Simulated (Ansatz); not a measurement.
# CH₅PSSi: basis-set convergence

One table from this session's results is given with a row withheld; the runs are named, their logs left out.

The runs use Ansatz 0.2.0, Gaussian basis; one geometry, several basis sets.

The runs, in order: PBE0-D4/def2-SVP; ωB97M-V/def2-SVP; PBE0-D4/def2-QZVPP; ωB97M-V/def2-QZVPP; the functionals' def2-TZVPP values are taken from earlier runs.

### Structure used throughout

The geometry comes from an earlier relaxation with PBE0-D4 in a triple-zeta def2 set; it is a stationary point, not always the lowest conformer.

SMILES `C[SiH]1PS1`, 9 atoms, charge 0, spin multiplicity 1.

Atoms are counted from 1 here; the program's logs count them from 0.

Bond lengths: C1–Si2 1.858 Å, C1–H5 1.093 Å, C1–H6 1.091 Å, C1–H7 1.093 Å, Si2–P3 2.211 Å, Si2–S4 2.104 Å, Si2–H8 1.481 Å, P3–S4 2.181 Å, P3–H9 1.429 Å. Angles: Si2–C1–H5 110.3°, Si2–C1–H6 110.2°, Si2–C1–H7 110.5°, H5–C1–H6 108.7°, H5–C1–H7 108.2°, H6–C1–H7 108.9°, C1–Si2–P3 122.2°, C1–Si2–S4 118.8°, C1–Si2–H8 113.5°, P3–Si2–S4 60.7°, P3–Si2–H8 116.4°, S4–Si2–H8 115.5°, Si2–P3–S4 57.3°, Si2–P3–H9 93.1°, S4–P3–H9 97.5°, Si2–S4–P3 62.1°.

Set-up of the first run:

Input file in.yaml:

```yaml
crystal:
  periodic: [false, false, false]
  atoms:
    - {symbol: C, position_ang: [-0.200620, 0.895324, -0.920819]}
    - {symbol: Si, position_ang: [0.221545, -0.748985, -0.165874]}
    - {symbol: P, position_ang: [0.789226, -0.957875, 1.960403]}
    - {symbol: S, position_ang: [-1.136929, -1.623011, 1.182912]}
    - {symbol: H, position_ang: [-0.877367, 0.760874, -1.768184]}
    - {symbol: H, position_ang: [-0.687316, 1.534284, -0.182510]}
    - {symbol: H, position_ang: [0.702355, 1.394111, -1.281513]}
    - {symbol: H, position_ang: [0.867761, -1.684733, -1.114552]}
    - {symbol: H, position_ang: [0.409844, 0.383710, 2.273138]}
basis:
  gaussian: {orbitals: def2-SVP}
hamiltonian: {xc: pbe0, dispersion: d4}
output: {orbitals: {seedname: orbitals}}
```

Launch:

```sh
$ ansatz run in.yaml --threads 2 --pin off --events-out ev --progress --plain --max-ram 4352MiB
```

Among the steps run: PBE0-D4 in def2-SVP; ωB97M-V in def2-SVP; PBE0-D4 in def2-QZVPP; ωB97M-V in def2-QZVPP.

One of the session's tables, all rows but one given; the rest of the session is left out.

It belongs to the step «Functionals by basis». 

| functional | basis | HOMO (eV) |
| --- | --- | --- |
| PBE0-D4 | def2-SVP | -6.82 |
| PBE0-D4 | def2-TZVPP | -6.87 |
| PBE0-D4 | def2-QZVPP | -6.89 |
| ωB97M-V | def2-SVP | ? |
| ωB97M-V | def2-TZVPP | -8.94 |
| ωB97M-V | def2-QZVPP | -8.97 |

Estimate the missing values for ωB97M-V, def2-SVP.

As computed: HOMO (eV): -8.86. In the column «HOMO (eV)» it lies between ωB97M-V, def2-TZVPP (-8.94) and PBE0-D4, def2-QZVPP (-6.89).
